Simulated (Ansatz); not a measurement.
# TaSn: the cost of one run

Computed with Ansatz 0.2.0 (DFT PBE, scalar-relativistic, plane waves, PAW, unless a step's input says otherwise).

## 1. The structure to begin with

Symmetry: P6_3/mmc, No. 194, hexagonal system. Conventional cell: a = 4.211 Å, b = 4.211 Å, c = 5.380 Å, α = 90.00°, β = 90.00°, γ = 120.00°. Ta (site symmetry -6m2) is surrounded by 6 Sn at 2.78 Å. Sn (site symmetry -3m) has 2 Sn at 2.69 Å and 6 Ta at 2.78 Å as nearest neighbours.

Coordinates:

```
CELL_PARAMETERS angstrom
4.21075 0.00000 0.00000
-2.10538 3.64662 0.00000
0.00000 0.00000 5.38008
ATOMIC_POSITIONS crystal
Ta 0.33333 0.66667 0.25000
Ta 0.66667 0.33333 0.75000
Sn 0.00000 0.00000 0.00000
Sn 0.00000 0.00000 0.50000
```

Recipe of the guess: species swapped into a database cell of SnAu (P6_3/mmc, No. 194), with Ta on the Sn sites and Sn on the Au sites. The dimensions are guesses.

## 2. A first look at the guess

File input.yaml:

```yaml
crystal:
  lattice:
    - [4.21075308, 0.0, 0.0]
    - [-2.10537654, 3.64661914, 0.0]
    - [0.0, 0.0, 5.38008355]
  atoms:
    - { symbol: Ta, position: [0.33333333, 0.66666667, 0.25] }
    - { symbol: Ta, position: [0.66666667, 0.33333333, 0.75] }
    - { symbol: Sn, position: [0.0, 0.0, 0.0] }
    - { symbol: Sn, position: [0.0, 0.0, 0.5] }
basis:
  ecutwfc: 420
kpoints:
  mp_grid: { grid: [6, 6, 4] }
hamiltonian:
  xc: pbe
scf:
  occupations: { method: gaussian, width: 0.1 }
  lower_state_search: "off"
output:
  forces: true
  stress: true
  eigenvalues: true
```

Run with:

```
$ ansatz run input.yaml --threads 1 --pin off --max-ram 2560MiB --backend cpu --events-out ev --progress --plain --runs-dir out
```

**Question.** How long does this run take on 1 thread of Intel Xeon at 2.50GHz (Skylake/Cascade Lake), shared host, and how much memory does it need?

About 6.2 s, with a peak of 0.38 GiB.
